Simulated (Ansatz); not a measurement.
# NbTe under changes of volume

One of the cells (20.101 Å³/atom); the others are scaled copies at fixed shape and fractional positions:

```
CELL_PARAMETERS angstrom
3.42570 0.00000 0.00000
0.00000 3.42570 0.00000
0.00000 0.00000 3.42570
ATOMIC_POSITIONS crystal
Nb 0.50000 0.50000 0.50000
Te 0.00000 0.00000 0.00000
```

The cell was built by a generator and needn't be a form met in nature.

```yaml
Program: Ansatz 0.2.0
Functional: PBE
Potentials_or_basis: JTH PAW
Cutoff: "1170 eV (not typed: the program's choice for these potentials)"
k_mesh: 8 × 8 × 8
Occupations: fermi-dirac, width 0.05 eV
Spin: no spin polarisation
```

```csv
volume (Å³/atom),energy over the lowest point (meV/atom),pressure (GPa)
18.895,43.28,11.1
19.297,20.48,7.4
19.699,6.37,4.1
20.101,0.00,1.2
20.503,?,?
20.905,7.27,-3.7
21.307,19.49,-5.8
```

What does the run at 20.503 Å³/atom give?

Energy over the lowest point 0.55 meV/atom; pressure -1.4 GPa.

Worked out: A Birch-Murnaghan fit of order 3 (a polynomial in V^(-2/3)) to the other rows has its minimum at 20.27 Å³/atom with B0 = V·E''(V) = 132 GPa and B' = 4.7. It gives 0.55 meV/atom at 20.503 Å³/atom, against the run's 0.55, and -dE/dV = -1.5 GPa, against -1.4.

Energies are extrapolated to zero smearing.
